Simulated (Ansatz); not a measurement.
# CH5FGaNSi: a ladder of functionals and wavefunction methods

The task here is to estimate one member of a computed series from the others.

Method: functionals in def2-TZVPP, the program's frozen cores in correlated methods; program: Ansatz 0.2.0, Gaussian basis.

Levels to be run: PBE-D4, r2SCAN-D4, PBE0-D4, B3LYP-D4, ωB97X-V, ωB97M-V, B2PLYP; CCSD(T)/def2-TZVPP; MP2/def2-QZVPP; extrapolation to the limit.

### Structure used throughout

All runs share one geometry, relaxed beforehand with PBE0-D4 in a triple-zeta def2 set.

SMILES `F[SiH2]/N=[CH]/[GaH2]`, 10 atoms, charge 0, spin multiplicity 1.

Atoms are counted from 1 here; the program's logs count them from 0.

Bond lengths: F1–Si2 1.599 Å, Si2–N3 1.727 Å, Si2–H6 1.478 Å, Si2–H7 1.478 Å, N3–C4 1.278 Å, C4–Ga5 1.963 Å, C4–H8 1.098 Å, Ga5–H9 1.560 Å, Ga5–H10 1.560 Å. Angles: F1–Si2–N3 111.5°, F1–Si2–H6 108.3°, F1–Si2–H7 108.3°, N3–Si2–H6 108.0°, N3–Si2–H7 107.9°, H6–Si2–H7 112.8°, Si2–N3–C4 134.9°, N3–C4–Ga5 85.1°, N3–C4–H8 122.6°, Ga5–C4–H8 152.4°, C4–Ga5–H9 116.2°, C4–Ga5–H10 116.2°, H9–Ga5–H10 127.1°.

The first run:

Input file in.yaml:

```yaml
crystal:
  periodic: [false, false, false]
  atoms:
    - {symbol: F, position_ang: [-1.635640, -2.071311, -0.877445]}
    - {symbol: Si, position_ang: [-1.537353, -0.483715, -0.712468]}
    - {symbol: N, position_ang: [-0.028958, -0.011077, -0.016271]}
    - {symbol: C, position_ang: [1.010289, -0.632712, 0.390849]}
    - {symbol: Ga, position_ang: [1.699195, 1.152813, 0.828467]}
    - {symbol: H, position_ang: [-2.616246, -0.043369, 0.195918]}
    - {symbol: H, position_ang: [-1.631787, 0.129420, -2.053439]}
    - {symbol: H, position_ang: [1.099916, -1.726260, 0.346595]}
    - {symbol: H, position_ang: [1.303994, 1.719997, 2.226537]}
    - {symbol: H, position_ang: [2.419688, 1.915016, -0.325844]}
basis:
  gaussian: {orbitals: def2-TZVPP}
hamiltonian: {xc: pbe, dispersion: d4}
output: {forces: true, orbitals: {seedname: orbitals}}
```

Command:

```sh
> ansatz run in.yaml --threads 4 --pin off --events-out ev --progress --plain --max-ram 10444MiB
```

Steps of the session up to this table: PBE-D4 (GGA); r2SCAN-D4 (meta-GGA); PBE0-D4 (hybrid); B3LYP-D4 (hybrid); ωB97X-V (range-separated); ωB97M-V (range-separated); B2PLYP (double hybrid); CCSD(T) in def2-TZVPP; MP2 in def2-QZVPP.

One table of the session follows, with a row left open; its other results are not shown here.

| method | atomisation energy (kcal/mol) |
| --- | --- |
| PBE-D4 | 811.0 |
| r2SCAN-D4 | 801.5 |
| PBE0-D4 | 794.5 |
| B3LYP-D4 | 798.8 |
| ωB97X-V | 806.3 |
| ωB97M-V | 802.3 |
| B2PLYP | 792.1 |
| HF/def2-TZVPP | ? |
| MP2/def2-TZVPP | 795.7 |
| CCSD/def2-TZVPP | 768.3 |
| CCSD(T)/def2-TZVPP | 781.9 |
| MP2/CBS | 817.7 |
| CCSD(T)/CBS | 803.8 |

**Question.** Estimate the row for HF/def2-TZVPP.

As computed: atomisation energy (kcal/mol): 566.8. In the column «atomisation energy (kcal/mol)» it is the lowest.

To keep in mind: Free atoms (1 F, 1 Si, 1 N, 1 C, 1 Ga, 5 H) were run apart at each level; the atomisation energy is their sum less the molecule, without zero-point or spin-orbit terms.
